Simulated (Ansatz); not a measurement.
**C₈H₁₂O₂: basis-set convergence**

The task here is to estimate one member of a computed series from the others.

Program: Ansatz 0.2.0, Gaussian basis. Level of theory: one geometry, several basis sets. These are calculated values, not measurements.

Levels to be run: PBE0-D4/def2-SVP; ωB97M-V/def2-SVP; PBE0-D4/def2-QZVPP; ωB97M-V/def2-QZVPP; the functionals' def2-TZVPP values are taken from earlier runs.

**The relaxed structure**

The geometry comes from an earlier relaxation with PBE0-D4 in a triple-zeta def2 set; it is a stationary point, not always the lowest conformer.

22 atoms, charge 0, spin multiplicity 1.

Atoms are counted from 1 here; the program's logs count them from 0.

Bond lengths: C1–C2 1.521 Å, C1–H11 1.092 Å, C1–H12 1.092 Å, C1–H13 1.092 Å, C2–C3 1.521 Å, C2–C4 1.538 Å, C2–C9 1.538 Å, C3–H14 1.092 Å, C3–H15 1.092 Å, C3–H16 1.092 Å, C4–O5 1.194 Å, C4–C6 1.538 Å, C6–C7 1.521 Å, C6–C8 1.521 Å, C6–C9 1.538 Å, C7–H17 1.092 Å, C7–H18 1.092 Å, C7–H19 1.092 Å and more. Angles: C2–C1–H11 109.8°, C2–C1–H12 109.8°, C2–C1–H13 112.1°, H11–C1–H12 108.9°, H11–C1–H13 108.1°, H12–C1–H13 108.1°, C1–C2–C3 112.1°, C1–C2–C4 114.1°, C1–C2–C9 114.1°, C3–C2–C4 114.2°, C3–C2–C9 114.2°, C4–C2–C9 85.8°, C2–C3–H14 109.8°, C2–C3–H15 112.1°, C2–C3–H16 109.8°, H14–C3–H15 108.1°, H14–C3–H16 108.9°, H15–C3–H16 108.1° and more.

Set-up of the first run:

in.yaml

```yaml
crystal:
  periodic: [false, false, false]
  atoms:
    - {symbol: C, position_ang: [0.801052, -2.040184, -0.831645]}
    - {symbol: C, position_ang: [-0.203594, -1.090153, -0.198214]}
    - {symbol: C, position_ang: [-1.515108, -1.783691, 0.136375]}
    - {symbol: C, position_ang: [-0.369504, 0.241546, -0.948964]}
    - {symbol: O, position_ang: [-0.791111, 0.517111, -2.031446]}
    - {symbol: C, position_ang: [0.203829, 1.090127, 0.198109]}
    - {symbol: C, position_ang: [-0.801344, 2.039676, 0.831487]}
    - {symbol: C, position_ang: [1.515113, 1.784227, -0.136099]}
    - {symbol: C, position_ang: [0.370021, -0.241603, 0.948742]}
    - {symbol: O, position_ang: [0.792040, -0.517206, 2.031054]}
    - {symbol: H, position_ang: [0.389780, -2.451541, -1.756026]}
    - {symbol: H, position_ang: [1.017495, -2.861721, -0.145303]}
    - {symbol: H, position_ang: [1.742751, -1.542017, -1.071777]}
    - {symbol: H, position_ang: [-1.961051, -2.191400, -0.773431]}
    - {symbol: H, position_ang: [-2.236397, -1.101347, 0.591093]}
    - {symbol: H, position_ang: [-1.333333, -2.601277, 0.837340]}
    - {symbol: H, position_ang: [-0.390321, 2.451327, 1.755846]}
    - {symbol: H, position_ang: [-1.742791, 1.541042, 1.071629]}
    - {symbol: H, position_ang: [-1.018196, 2.861038, 0.145063]}
    - {symbol: H, position_ang: [1.333155, 2.602083, -0.836698]}
    - {symbol: H, position_ang: [1.960859, 2.191652, 0.773932]}
    - {symbol: H, position_ang: [2.236642, 1.102302, -0.591069]}
basis:
  gaussian: {orbitals: def2-SVP}
hamiltonian: {xc: pbe0, dispersion: d4}
output: {orbitals: {seedname: orbitals}}
```

Command:

```
$ ansatz run in.yaml --threads 5 --pin off --events-out ev --progress --plain --max-ram 66560MiB --backend cpu
```

Steps of the session up to this table: PBE0-D4 in def2-SVP; ωB97M-V in def2-SVP; PBE0-D4 in def2-QZVPP; ωB97M-V in def2-QZVPP.

One of the session's tables, all rows but one given; the rest of the session is left out.

It belongs to the step «Density functionals: the series». 

| functional | basis | HOMO (eV) |
| --- | --- | --- |
| PBE0-D4 | def2-SVP | -6.70 |
| PBE0-D4 | def2-TZVPP | -6.85 |
| PBE0-D4 | def2-QZVPP | -6.88 |
| ωB97M-V | def2-SVP | -8.97 |
| ωB97M-V | def2-TZVPP | -9.14 |
| ωB97M-V | def2-QZVPP | ? |

Q: Estimate the row for ωB97M-V, def2-QZVPP from the others.

The run gave: HOMO (eV): -9.17. In the column «HOMO (eV)» it is the lowest.
